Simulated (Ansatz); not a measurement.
# C2H5BOSi: two geometries relaxed

Method: RKS PBE-D4/STO-3G, in Ansatz 0.2.0.

**1. The system as given**

Bond lengths: B1–C2 1.526 Å, C2–C3 1.293 Å, C3–O4 1.582 Å, C3–Si5 1.717 Å, O4–Si5 1.649 Å, B1–H6 1.149 Å, B1–H7 1.220 Å, C2–H8 1.088 Å, Si5–H9 1.485 Å, Si5–H10 1.441 Å. Angles (14 of 16 angles, heavy atoms first): B1–C2–C3 118.4°, C2–C3–O4 151.5°, C2–C3–Si5 148.7°, O4–C3–Si5 59.8°, C3–O4–Si5 64.2°, C3–Si5–O4 56.0°, B1–C2–H8 123.7°, C3–C2–H8 117.9°, C2–B1–H6 125.6°, C2–B1–H7 117.5°, C3–Si5–H9 109.6°, C3–Si5–H10 110.4°, O4–Si5–H9 110.6°, O4–Si5–H10 114.8°.

Structure file:

```xyz
10

B    -1.8968    0.4315    0.6887
C    -0.7915    0.3369   -0.3597
C     0.3563   -0.1406   -0.0025
O     1.3510   -0.6904    1.0977
Si    1.9631   -0.5721   -0.4288
H    -1.7865    0.1679    1.8013
H    -2.9641    0.9096    0.3403
H    -0.9095    0.6578   -1.3921
H     2.7890    0.6537   -0.5672
H     1.9719   -1.8055   -1.1748
```

**2. Relaxing end A**

input.yaml reads:

```yaml
crystal:
  periodic: [false, false, false]
  atoms:
    - { symbol: B, position_ang: [-1.8968, 0.4315, 0.6887] }
    - { symbol: C, position_ang: [-0.7915, 0.3369, -0.3597] }
    - { symbol: C, position_ang: [0.3563, -0.1406, -0.0025] }
    - { symbol: O, position_ang: [1.351, -0.6904, 1.0977] }
    - { symbol: Si, position_ang: [1.9631, -0.5721, -0.4288] }
    - { symbol: H, position_ang: [-1.7865, 0.1679, 1.8013] }
    - { symbol: H, position_ang: [-2.9641, 0.9096, 0.3403] }
    - { symbol: H, position_ang: [-0.9095, 0.6578, -1.3921] }
    - { symbol: H, position_ang: [2.789, 0.6537, -0.5672] }
    - { symbol: H, position_ang: [1.9719, -1.8055, -1.1748] }
basis:
  gaussian: { orbitals: STO-3G }
hamiltonian:
  xc: pbe
  dispersion: d4
relax:
  f_tol: 0.02
  max_steps: 50
```

Run with:

```console
ansatz run input.yaml --threads 1 --pin off --max-ram 2048MiB --backend cpu --events-out ev --progress --plain --runs-dir out
```

Q: Estimate wall time and peak memory on 1 thread of Arm Neoverse V2, shared host.

About 27 s, with a peak of 0.14 GiB.
